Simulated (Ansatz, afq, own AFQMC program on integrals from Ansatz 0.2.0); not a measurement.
**AlGeH2+ (triplet): AFQMC on the coupled-cluster ladder, cc-pVDZ**

How near does AFQMC come to the top of the ladder for AlGeH2+ (triplet)?

Computed with Ansatz 0.2.0, Gaussian basis, and an in-house AFQMC program (afq) on its integrals; all values are calculated. Level: cc-pVDZ, frozen cores.

Plan: PBE (unrestricted); r2SCAN (unrestricted); PBE0 (unrestricted); B3LYP (unrestricted); wB97M-V (unrestricted); B2PLYP (unrestricted); CCSD(T) on UHF; CCSDT(Q) on UHF; Phaseless AFQMC, CISD trial on UHF.

### 1 The system

The geometry is a PBE0/def2-TZVP stationary point (not a proven minimum) of the parent state, kept for this charge and spin. No spin-orbit coupling is included. The filled d shell of Ge may be among the frozen orbitals whatever the setting's name suggests; the logs give the count.

4 atoms, charge 1, spin multiplicity 3.

Atoms are counted from 1 here; the program's logs count them from 0.

Bond lengths: Ge1–Al2 2.514 Å, Al2–H3 1.597 Å, Al2–H4 1.597 Å. Angles: Ge1–Al2–H3 120.6°, Ge1–Al2–H4 120.6°, H3–Al2–H4 118.8°.

### 2 PBE (unrestricted)

Contents of in.yaml:

```yaml
crystal:
  periodic: [false, false, false]
  atoms:
    - {symbol: Ge, position_ang: [0.000000, 0.000000, 0.733436]}
    - {symbol: Al, position_ang: [0.000000, 0.000000, -1.780769]}
    - {symbol: H, position_ang: [0.000000, -1.374627, -2.593847]}
    - {symbol: H, position_ang: [0.000000, 1.374627, -2.593847]}
basis:
  gaussian: {orbitals: cc-pVDZ}
total_charge: 1
magnetization: {spin_polarized: true, initial_magnetization: 2}
hamiltonian: {xc: {name: PBE}}
output: {orbitals: {seedname: orbitals}}
```

The run is started by

```
> ansatz run in.yaml --threads 1 --pin off --events-out ev --progress --plain --max-ram 1843MiB
```

Output:

```text
Functional definition: PBE
  name "PBE"
  cite "Perdew, Burke & Ernzerhof, Phys. Rev. Lett. 77, 3865 (1996) doi:10.1103/PhysRevLett.77.3865"
  parent pbe
  parameter kappa = 0.804
  parameter beta = 0.06672455060314922
  exchange = pbe_x(kappa = kappa, mu = beta*pi^2/3)
  correlation = pbe_c(beta = beta)
595 factors; integrals over basis functions are off by at most 1.0e-3 eV
mean field evaluation 1: about -63122.1490 eV, gradient 1.3e1 eV
mean field evaluation 2: about -63085.9913 eV, gradient 4.7e1 eV
mean field evaluation 4: about -63124.2101 eV, gradient 1.2e0 eV
mean field evaluation 8: about -63124.2194 eV, gradient 1.3e-2 eV
mean field evaluation 16: about -63124.2194 eV, gradient 5.6e-5 eV
mean field evaluation 32: about -63121.9402 eV, gradient 2.4e-1 eV
mean field evaluation 64: about -63121.4015 eV, gradient 1.6e0 eV
mean field -63124.21943320 eV, -2319.7722770376 hartree, gradient 6.7e-6 eV, S^2 2.003204; 10 other end points of the search recorded, 0 dependent functions left out
reference -63124.21947311 eV, -2319.7722785041 hartree; 24, 22 occupied and 31, 33 virtual orbitals, 595 factors
Total energy: -63124.21947311 eV, -2319.7722785041 hartree
```

Run time: 7.5 s. Hardware: 1 thread of Arm Neoverse V1, shared host.

From the report: ⟨S²⟩ of the determinant 2.003 (pure triplet: 2.00).

### 3 r2SCAN (unrestricted)

in.yaml, as its differences from that of step 2:

```diff
@@ -11,3 +11,2 @@
 magnetization: {spin_polarized: true, initial_magnetization: 2}
-hamiltonian: {xc: {name: PBE}}
-output: {orbitals: {seedname: orbitals}}
+hamiltonian: {xc: {name: r2SCAN}}
```

The command is unchanged.

Output, shortened:

```text
Functional definition: r2SCAN
  name "r2SCAN"
  cite "Furness, Kaplan, Ning, Perdew & Sun, J. Phys. Chem. Lett. 11, 8208 (2020) doi:10.1021/acs.jpclett.0c02405"
  cite "Furness, Kaplan, Ning, Perdew & Sun, J. Phys. Chem. Lett. 11, 9248 (2020) doi:10.1021/acs.jpclett.0c03077"
  parent r2scan
[...]
595 factors; integrals over basis functions are off by at most 1.0e-3 eV
[...]
mean field -63135.38678285 eV, -2320.1826695676 hartree, gradient 7.9e-6 eV, S^2 2.005735; 4 other end points of the search recorded, 0 dependent functions left out
reference -63135.38679757 eV, -2320.1826701085 hartree; 24, 22 occupied and 31, 33 virtual orbitals, 595 factors
Total energy: -63135.38679757 eV, -2320.1826701085 hartree
```

Wall time 11 s (1 thread of Arm Neoverse V1, shared host).

From the report: ⟨S²⟩ of the determinant 2.006 (pure triplet: 2.00).

### 4 PBE0 (unrestricted)

in.yaml, as its differences from that of step 3:

```diff
@@ -11,2 +11,3 @@
 magnetization: {spin_polarized: true, initial_magnetization: 2}
-hamiltonian: {xc: {name: r2SCAN}}
+hamiltonian: {xc: {name: PBE0}}
+output: {orbitals: {seedname: orbitals}}
```

The command is unchanged.

Output:

```text
Functional definition: PBE0
  name "PBE0"
  cite "Adamo & Barone, J. Chem. Phys. 110, 6158 (1999) doi:10.1063/1.478522"
  cite "Perdew, Burke & Ernzerhof, Phys. Rev. Lett. 77, 3865 (1996) doi:10.1103/PhysRevLett.77.3865"
  parent pbe
  parameter a = 0.25
  parameter kappa = 0.804
  parameter beta = 0.06672455060314922
  exchange = (1 - a)*pbe_x(kappa = kappa, mu = beta*pi^2/3) + a*exact_x
  correlation = pbe_c(beta = beta)
595 factors; integrals over basis functions are off by at most 1.0e-3 eV
mean field evaluation 1: about -63124.9220 eV, gradient 1.0e1 eV
mean field evaluation 2: about -63123.4321 eV, gradient 1.5e1 eV
mean field evaluation 4: about -63126.2857 eV, gradient 5.8e-1 eV
mean field evaluation 8: about -63126.3134 eV, gradient 3.6e-2 eV
mean field evaluation 16: about -63126.3134 eV, gradient 5.6e-5 eV
mean field -63126.31339080 eV, -2319.8492285600 hartree, gradient 1.5e-5 eV, S^2 2.003840; 1 other end points of the search recorded, 0 dependent functions left out
reference -63126.31342070 eV, -2319.8492296586 hartree; 24, 22 occupied and 31, 33 virtual orbitals, 595 factors
Total energy: -63126.31342070 eV, -2319.8492296586 hartree
```

Wall time 3.1 s (1 thread of Arm Neoverse V1, shared host).

From the report: ⟨S²⟩ of the determinant 2.004 (pure triplet: 2.00).

### 5 B3LYP (unrestricted)

in.yaml, as its differences from that of step 4:

```diff
@@ -11,3 +11,2 @@
 magnetization: {spin_polarized: true, initial_magnetization: 2}
-hamiltonian: {xc: {name: PBE0}}
-output: {orbitals: {seedname: orbitals}}
+hamiltonian: {xc: {name: B3LYP}}
```

The command is unchanged.

Output, shortened:

```text
Functional definition: B3LYP
  name "B3LYP"
  cite "Stephens, Devlin, Chabalowski & Frisch, J. Phys. Chem. 98, 11623 (1994) doi:10.1021/j100096a001"
  cite "Becke, Phys. Rev. A 38, 3098 (1988) doi:10.1103/PhysRevA.38.3098"
  cite "Lee, Yang & Parr, Phys. Rev. B 37, 785 (1988) doi:10.1103/PhysRevB.37.785"
  cite "Vosko, Wilk & Nusair, Can. J. Phys. 58, 1200 (1980) doi:10.1139/p80-159"
[...]
595 factors; integrals over basis functions are off by at most 1.0e-3 eV
[...]
mean field -63138.53804672 eV, -2320.2984763788 hartree, gradient 2.0e-5 eV, S^2 2.002862; 1 other end points of the search recorded, 0 dependent functions left out
reference -63138.53827442 eV, -2320.2984847467 hartree; 24, 22 occupied and 31, 33 virtual orbitals, 595 factors
Total energy: -63138.53827442 eV, -2320.2984847467 hartree
```

Run time: 3.2 s. Hardware: 1 thread of Arm Neoverse V1, shared host.

From the report: ⟨S²⟩ of the determinant 2.003 (pure triplet: 2.00).

### 6 wB97M-V (unrestricted)

in.yaml, as its differences from that of step 5:

```diff
@@ -11,2 +11,3 @@
 magnetization: {spin_polarized: true, initial_magnetization: 2}
-hamiltonian: {xc: {name: B3LYP}}
+hamiltonian: {xc: {name: wB97M-V}}
+output: {orbitals: {seedname: orbitals}}
```

Same command.

Output, shortened:

```text
Functional definition: wB97M-V
  name "wB97M-V"
  cite "Mardirossian & Head-Gordon, J. Chem. Phys. 144, 214110 (2016) doi:10.1063/1.4952647"
  cite "Becke, J. Chem. Phys. 107, 8554 (1997) doi:10.1063/1.475007"
  cite "Vydrov & Van Voorhis, J. Chem. Phys. 133, 244103 (2010) doi:10.1063/1.3521275"
  # Of w^i u^j: cxij and so on, Table III.
[...]
  gx(w, u) = 1 - cx + cx01*u + cx10*w
  gss(w, u) = css00 + css04*u^4 + css10*w + css20*w^2 + css43*w^4*u^3
  gos(w, u) = cos00 + cos10*w + (cos20 + cos21*u)*w^2 + (cos60 + cos61*u)*w^6
[...]
      + integral(e_c_pw_mod_opposite_spin*gos(b97_w_opposite, b97_u_opposite)) + vv10(b, c)
595 factors; integrals over basis functions are off by at most 1.0e-3 eV
186 factors; integrals over basis functions are off by at most 6.1e-6 eV
[...]
mean field -63132.89250117 eV, -2320.0910064065 hartree, gradient 1.8e-5 eV, S^2 2.003579; 1 other end points of the search recorded, 0 dependent functions left out
reference -63132.89254444 eV, -2320.0910079967 hartree; 24, 22 occupied and 31, 33 virtual orbitals, 595 factors
Total energy: -63132.89254444 eV, -2320.0910079967 hartree
```

Run time: 16 s. Hardware: 1 thread of Arm Neoverse V1, shared host; peak memory 0.25 GiB.

From the report: ⟨S²⟩ of the determinant 2.004 (pure triplet: 2.00).

### 7 B2PLYP (unrestricted)

in.yaml, as its differences from that of step 6:

```diff
@@ -11,3 +11,3 @@
 magnetization: {spin_polarized: true, initial_magnetization: 2}
-hamiltonian: {xc: {name: wB97M-V}}
-output: {orbitals: {seedname: orbitals}}
+hamiltonian: {xc: {name: B2PLYP}}
+correlation: {electrons: outside_noble_gas}
```

Launched as before.

Output, shortened:

```text
Functional definition: B2PLYP
  name "B2PLYP"
  cite "Grimme, J. Chem. Phys. 124, 034108 (2006) doi:10.1063/1.2148954"
  cite "Becke, Phys. Rev. A 38, 3098 (1988) doi:10.1103/PhysRevA.38.3098"
  cite "Lee, Yang & Parr, Phys. Rev. B 37, 785 (1988) doi:10.1103/PhysRevB.37.785"
[...]
595 factors; integrals over basis functions are off by at most 1.0e-3 eV
[...]
mean field -63121.06570114 eV, -2319.6563795220 hartree, gradient 2.9e-6 eV, S^2 2.006718; 2 other end points of the search recorded, 0 dependent functions left out
19 core orbitals not correlated: weight in the atoms' cores, before any rotation towards them, 1.000 or more for the frozen orbitals, at most 0.000 for the correlated occupied ones
reference -63121.06584501 eV, -2319.6563848089 hartree; 5, 3 occupied and 31, 33 virtual orbitals, 595 factors
second order -3.46562405 eV of doubles, -0.00000000 eV of singles
Total energy: -63122.00156350 eV, -2319.6907718293 hartree
```

Run time: 3.2 s. Hardware: 1 thread of Arm Neoverse V1, shared host.

From the report: ⟨S²⟩ of the determinant 2.007 (pure triplet: 2.00).

### 8 CCSD(T) on UHF

in.yaml, as its differences from that of step 7:

```diff
@@ -11,3 +11,2 @@
 magnetization: {spin_polarized: true, initial_magnetization: 2}
-hamiltonian: {xc: {name: B2PLYP}}
-correlation: {electrons: outside_noble_gas}
+correlation: {method: ccsd_t, electrons: outside_noble_gas, hamiltonian_folder: ham}
```

Same command.

Output, shortened:

```text
Functional definition: HF
  name "HF"
  cite "Fock, Z. Phys. 61, 126 (1930) doi:10.1007/BF01340294"
  parent pbe
[...]
595 factors; integrals over basis functions are off by at most 1.0e-3 eV
[...]
mean field -63078.69185036 eV, -2318.0991692279 hartree, gradient 2.1e-6 eV, S^2 2.013276; 10 other end points of the search recorded, 0 dependent functions left out
determinant -63078.69185036 eV, -2318.0991692279 hartree, with singles and doubles -63082.26162935 eV, -2318.2303561861 hartree
determinant -63078.41497815 eV, -2318.0889943617 hartree, with singles and doubles -63081.93404805 eV, -2318.2183177952 hartree
determinant -63076.73796062 eV, -2318.0273651041 hartree, with singles and doubles -63080.41029207 eV, -2318.1623207959 hartree
determinant -63075.71597988 eV, -2317.9898080047 hartree, with singles and doubles -63079.49020600 eV, -2318.1285082562 hartree
determinant -63075.45271078 eV, -2317.9801330436 hartree, with singles and doubles -63079.12439559 eV, -2318.1150649719 hartree
determinant -63078.69185036 eV, -2318.0991692279 hartree, with singles and doubles -63082.26139905 eV, -2318.2303477225 hartree
determinant -63078.41497815 eV, -2318.0889943617 hartree, with singles and doubles -63081.93388803 eV, -2318.2183119145 hartree
19 core orbitals not correlated: weight in the atoms' cores, before any rotation towards them, 1.000 or more for the frozen orbitals, at most 0.000 for the correlated occupied ones
reference -63078.69185036 eV, -2318.0991692279 hartree; 5, 3 occupied and 31, 33 virtual orbitals, 595 factors
second order -2.65211433 eV of doubles, -0.00000000 eV of singles
cycle   1  -3.56955022 eV  change   -1.5e-6 eV  update   3.2e-6
perturbative correction -0.07912484 eV, -0.0029077841 hartree
Total energy: -63082.34052542 eV, -2318.2332555631 hartree
```

It took 7.5 s on 1 thread of Arm Neoverse V1, shared host.

From the report: ⟨S²⟩ of the determinant 2.013 (pure triplet: 2.00); correlation -3.6487 eV; T1 0.022; largest double amplitude 0.06.

This run also writes the integrals to the folder ham.

### 9 CCSDT(Q) on UHF

in.yaml, as its differences from that of step 8:

```diff
@@ -11,2 +11,2 @@
 magnetization: {spin_polarized: true, initial_magnetization: 2}
-correlation: {method: ccsd_t, electrons: outside_noble_gas, hamiltonian_folder: ham}
+correlation: {method: ccsdt_q, electrons: outside_noble_gas}
```

Launched as before.

Output, shortened:

```text
Functional definition: HF
  name "HF"
  cite "Fock, Z. Phys. 61, 126 (1930) doi:10.1007/BF01340294"
  parent pbe
[...]
1048 factors; integrals over basis functions are off by at most 2.1e-7 eV
[...]
mean field -63078.69189391 eV, -2318.0991708283 hartree, gradient 5.4e-6 eV, S^2 2.013276; 10 other end points of the search recorded, 0 dependent functions left out
determinant -63078.69189391 eV, -2318.0991708283 hartree, with singles and doubles -63082.26167218 eV, -2318.2303577598 hartree
determinant -63078.41502003 eV, -2318.0889959006 hartree, with singles and doubles -63081.93409094 eV, -2318.2183193712 hartree
determinant -63076.73799653 eV, -2318.0273664238 hartree, with singles and doubles -63080.41032889 eV, -2318.1623221488 hartree
determinant -63075.71603667 eV, -2317.9898100916 hartree, with singles and doubles -63079.49026910 eV, -2318.1285105753 hartree
determinant -63075.45275898 eV, -2317.9801348150 hartree, with singles and doubles -63079.12445873 eV, -2318.1150672923 hartree
determinant -63078.69189391 eV, -2318.0991708283 hartree, with singles and doubles -63082.26144190 eV, -2318.2303492974 hartree
determinant -63078.41502003 eV, -2318.0889959006 hartree, with singles and doubles -63081.93393110 eV, -2318.2183134973 hartree
19 core orbitals not correlated: weight in the atoms' cores, before any rotation towards them, 1.000 or more for the frozen orbitals, at most 0.000 for the correlated occupied ones
reference -63078.69189391 eV, -2318.0991708283 hartree; 5, 3 occupied and 31, 33 virtual orbitals, 1048 factors
second order -2.65214975 eV of doubles, -0.00000000 eV of singles
cycle   1  -3.27433911 eV  change   -6.2e-1 eV  update   7.6e-2
[...]
cycle  20  -3.67744943 eV  change   -5.3e-7 eV  update   3.6e-7
perturbative correction -0.00356908 eV, -0.0001311613 hartree
Total energy: -63082.37291243 eV, -2318.2344457635 hartree
```

It took 19 s on 1 thread of Arm Neoverse V1, shared host.

From the report: ⟨S²⟩ of the determinant 2.013 (pure triplet: 2.00); correlation -3.6810 eV; T1 0.025; largest double amplitude 0.07.

### 10 Phaseless AFQMC, CISD trial on UHF

It reads the integrals that the CCSD(T) run on this determinant wrote.

The run is started by

```
> afq ham --method phaseless --trial cisd --walkers 60 --populations 1 --least-time 40 --time-step 0.005 --steps-per-block 50 --equilibration-blocks 28 --max-blocks 300 --target-error 0.00034 --factor-cut 1e-05 --start spin_pure --seed 6367 --release-times 0.24,0.51,0.99,1.62,2.4 --release-step 0.03 --release-every 4 --taylor-order 6
```

Output:

```text
orbitals 36  electrons 5 3  factors 271 of 595
reference energy -2318.09916923 Eh
CCSD correlation -0.13117861 Eh in 12 cycles, weight of the determinant in the CISD state 0.8931
energy of the start -2318.230155 Eh
 block  time / (1/Eh)  mean weight  energy / Eh
     1     0.250  0.9997  -2318.228936
     2     0.500  1.0013  -2318.229028
     3     0.750  0.9997  -2318.229594
     4     1.000  0.9984  -2318.229916
     5     1.250  0.9997  -2318.231423
     6     1.500  0.9996  -2318.231418
     7     1.750  0.9986  -2318.231618
     8     2.000  0.9991  -2318.231434
     9     2.250  1.0012  -2318.232228
    10     2.500  0.9996  -2318.233782
    13     3.250  0.9992  -2318.232156
    17     4.250  0.9997  -2318.231906
    21     5.250  1.0000  -2318.233527
    25     6.250  0.9986  -2318.233301
    29     7.250  1.0013  -2318.233665
    33     8.250  1.0004  -2318.233135
    37     9.250  0.9995  -2318.232955
    41    10.250  0.9993  -2318.231708
    45    11.250  1.0012  -2318.232429
    49    12.250  1.0001  -2318.233356
    53    13.250  1.0008  -2318.235485
    57    14.250  1.0007  -2318.233462
    61    15.250  1.0001  -2318.233735
    65    16.250  0.9999  -2318.233153
    69    17.250  1.0012  -2318.232535
    73    18.250  1.0001  -2318.233940
    77    19.250  1.0008  -2318.235000
    81    20.250  0.9998  -2318.234942
    85    21.250  0.9983  -2318.233065
    89    22.250  0.9996  -2318.232906
    93    23.250  1.0001  -2318.233157
    97    24.250  0.9992  -2318.237063
   101    25.250  0.9999  -2318.234604
   105    26.250  0.9994  -2318.232343
   109    27.250  1.0017  -2318.233333
   113    28.250  0.9989  -2318.234098
   117    29.250  1.0007  -2318.234077
   121    30.250  0.9977  -2318.234322
   125    31.250  1.0014  -2318.231553
   129    32.250  1.0014  -2318.233014
   133    33.250  0.9993  -2318.234004
   137    34.250  0.9996  -2318.234377
   141    35.250  0.9994  -2318.233441
   145    36.250  1.0013  -2318.236845
   149    37.250  1.0010  -2318.232949
   153    38.250  0.9995  -2318.234087
   157    39.250  1.0014  -2318.231930
   161    40.250  1.0007  -2318.235791
   165    41.250  1.0003  -2318.234254
   169    42.250  0.9967  -2318.233203
   173    43.250  0.9997  -2318.234331
   177    44.250  0.9998  -2318.234380
   181    45.250  0.9984  -2318.236888
   185    46.250  0.9987  -2318.236012
blocks merged  error / Eh  count
     1  0.000134  160
     2  0.000177  80
     4  0.000217  40
     8  0.000270  20
    16  0.000312  10
released: time / (1/Eh)  energy / Eh  error  mean overlap
  0.24  -2318.234185  0.000296  0.9994
  0.51  -2318.234089  0.000249  1.0156
  0.99  -2318.234121  0.000226  1.0275
  1.62  -2318.234264  0.000230  1.0330
  2.40  -2318.234772  0.000349  1.0316
energy -2318.233977 +/- 0.000270 Eh
```

It took 3.2 min on 1 thread of Arm Neoverse V1, shared host.

Energy -63082.3602 ± 0.0073 eV. Caveats: constraint bias not in the error.

### 11 AFQMC on the ladder

On the UHF determinant, counted from CCSDT(Q) (a yardstick, not exact):

```csv
level,energy (eV),from CCSDT(Q) (meV),statistical error (meV),time
HF,-63078.6919,+3681.1,,
MP2,-63081.3440,+1028.9,,
CCSD,-63082.2614,+111.5,,
CCSD(T),-63082.3405,+32.4,,
CCSDT(Q),-63082.3729,0.0,,
"Phaseless AFQMC, CISD trial, step 0.005, 60 walkers",-63082.3602,+12.8,7.3,3.2 min
```

The functionals' totals stand on their own zeros and serve differences with other points: PBE -63124.219 eV; r2SCAN -63135.387 eV; PBE0 -63126.313 eV; B3LYP -63138.538 eV; wB97M-V -63132.893 eV; B2PLYP -63122.002 eV.

### 12 Outcome

| quantity | value |
| --- | --- |
| CCSD(T) on UHF from CCSDT(Q) | +32.4 meV |
| Phaseless AFQMC, CISD trial on UHF from CCSDT(Q) | +12.8 ± 7.3 meV |

In words: On UHF the phaseless walk with the CISD trial lies +12.8 meV from CCSDT(Q), within three error bars. Error bars are statistical and leave out the constraint, the time step and what remains of the start.
